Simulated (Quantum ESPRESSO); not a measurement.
## VWC2 under changes of volume

One of the cells (9.834 Å³/atom); the others are scaled copies at fixed shape and fractional positions:

```
CELL_PARAMETERS angstrom
1.51704 0.87586 4.93389
-1.51704 0.87586 4.93389
0.00000 -1.75173 4.93389
ATOMIC_POSITIONS crystal
W 0.00000 0.00000 0.00000
V 0.50000 0.50000 0.50000
C 0.24649 0.24649 0.24649
C 0.75351 0.75351 0.75351
```

The cell comes from a database or a generator and needn't be the stable form of this composition.

* Program: Quantum ESPRESSO 7.5
* Functional: PBEsol
* Potentials or basis: GBRV 1.5 PBEsol
* Cutoff: 762 eV
* Density cutoff: 6095 eV
* k mesh: 10 × 10 × 10
* Occupations: fermi-dirac, width 0.05 eV
* Spin: collinear spin, ferromagnetic start
* Starting moments: [0.0, 2.0, 0.0, 0.0] μB

```tsv
volume (Å³/atom)	energy over the lowest point (meV/atom)	pressure (GPa)	largest force (eV/Å)
9.244	9.99	12.3	0.245
9.440	0.15	4.0	0.131
9.637	0.00	-3.5	0.025
9.834	?	?	?
10.030	24.90	-16.2	0.162
10.227	48.26	-21.6	0.244
10.424	77.90	-26.5	0.320
```

Q: What does the run at 9.834 Å³/atom give?

A: Energy over the lowest point 8.55 meV/atom; pressure -10.2 GPa; largest force 0.072 eV/Å.

Worked out: A Birch-Murnaghan fit of order 3 (a polynomial in V^(-2/3)) to the other rows has its minimum at 9.54 Å³/atom with B0 = V·E''(V) = 363 GPa and B' = 4.4 at fixed shape and positions, which overstates the stiffness. It gives 8.59 meV/atom at 9.834 Å³/atom, against the run's 8.55, and -dE/dV = -10.3 GPa, against -10.2.

Energies are extrapolated to zero smearing.
